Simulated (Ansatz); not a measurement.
# Y3Sn7: the cost of one run

All numbers below are computed with Ansatz 0.2.0 (DFT PBE, scalar-relativistic, plane waves, PAW).

### Step 1. The system as given

The cell holds 20 atoms (Sn14Y6): a = 8.228 Å, b = 8.228 Å, c = 9.233 Å, α = 76.09°, β = 76.09°, γ = 85.46°.

The sites of an ideal hcp lattice, at a guessed lattice constant, take 14 Sn, 6 Y (sublattices apart by semicolons), with a shake of 0.02 Å. Warren-Cowley parameters of the first shell (negative: unlike neighbours preferred): Sn-Y +0.01. In a cell this small the draw can fall short of the order aimed at.

Coordinates:

```xyz
20
Lattice="5.2344 -3.0221 -5.5833 5.2344 -3.0221 5.5833 -1.7448 -9.0662 0.0000" Properties=species:S:1:pos:R:3 pbc="T T T"
Y     5.2145   -7.1033   -4.1875
Y     6.9572  -10.0786    1.3958
Y     3.4918  -10.0672   -4.1862
Y     8.7635   -7.0281    1.4289
Y     5.2600   -4.9965   -1.4087
Y     1.7288  -11.0495   -1.3793
Sn    1.7149   -7.0575    1.3992
Sn    5.2531   -7.0579    1.3897
Sn    3.4741   -4.0316    1.3676
Sn    1.7621   -1.0194    1.3875
Sn    6.9720   -4.0385    1.4095
Sn    3.5072  -10.0933    1.3921
Sn    3.4817   -8.0718    4.1846
Sn    6.9801   -8.0540   -1.3876
Sn    3.5025   -8.0404   -1.3880
Sn    1.7403   -5.0260   -1.4255
Sn    5.2321   -5.0440    4.1777
Sn    8.7053   -5.0515   -1.4177
Sn    5.2531  -11.0677   -1.3827
Sn    0.0060   -8.0513   -1.4272
```

### Step 2. Relaxation without symmetry, coarse mesh

Cell and atoms move without symmetry, on a coarse mesh with loose thresholds.

Input file input.yaml:

```yaml
crystal:
  lattice:
    - [5.23436081, -3.02205961, -5.58331819]
    - [5.23436081, -3.02205961, 5.58331819]
    - [-1.74478692, -9.06617883, 0.0]
  atoms:
    - { symbol: "Y", position: [0.9408221279, 0.190815724, 0.4062785283] }
    - { symbol: "Y", position: [0.6398643843, 0.8898614703, 0.6017606682] }
    - { symbol: "Y", position: [0.8416332345, 0.0918684968, 0.7992418014] }
    - { symbol: "Y", position: [0.7417160151, 0.9976404054, 0.1954137678] }
    - { symbol: "Y", position: [0.6610293438, 0.4087175023, 0.194533255] }
    - { symbol: "Y", position: [0.4549581038, 0.2079240317, 0.99779497] }
    - { symbol: Sn, position: [0.1388911392, 0.3894960439, 0.6023187898] }
    - { symbol: Sn, position: [0.4439310284, 0.6928403457, 0.3995658522] }
    - { symbol: Sn, position: [0.2429043484, 0.487845121, 0.2011078898] }
    - { symbol: Sn, position: [0.0440985216, 0.2926085386, 0.0002051834] }
    - { symbol: Sn, position: [0.5399804959, 0.7924210166, 0.0013152185] }
    - { symbol: Sn, position: [0.3438416223, 0.5931751519, 0.8009500186] }
    - { symbol: Sn, position: [0.0581262756, 0.8076094208, 0.6017407653] }
    - { symbol: Sn, position: [0.857602067, 0.6090766431, 0.3994633777] }
    - { symbol: Sn, position: [0.5584422248, 0.3098435617, 0.5974235354] }
    - { symbol: Sn, position: [0.3604266403, 0.1051180732, 0.3991914217] }
    - { symbol: Sn, position: [0.1591394415, 0.9073788184, 0.2008456009] }
    - { symbol: Sn, position: [0.9589322946, 0.7050184709, 0.0025265092] }
    - { symbol: Sn, position: [0.7585454427, 0.5109053457, 0.7976229125] }
    - { symbol: Sn, position: [0.261530175, 0.0059113561, 0.7989096612] }
  symmetry: { detect: false }
basis:
  ecutwfc: 420
kpoints:
  mp_grid: { grid: [2, 2, 2], shift: [0.5, 0.5, 0.5] }
hamiltonian:
  xc: pbe
scf:
  occupations: { method: gaussian, width: 0.1 }
  lower_state_search: "off"
output:
  forces: true
  stress: true
  eigenvalues: true
relax:
  adjacent_minimum: "off"
  f_tol: 0.04
  max_steps: 50
  cell: { stress_tol: 0.3 }
```

Run with:

```
> ansatz run input.yaml --threads 4 --pin off --max-ram 9216MiB --backend cpu --events-out ev --progress --plain --runs-dir out
```

What time and memory should one allow on 4 threads of Intel Xeon 6975P-C (Granite Rapids), shared host?

About 1.8 min, with a peak of 2 GiB.
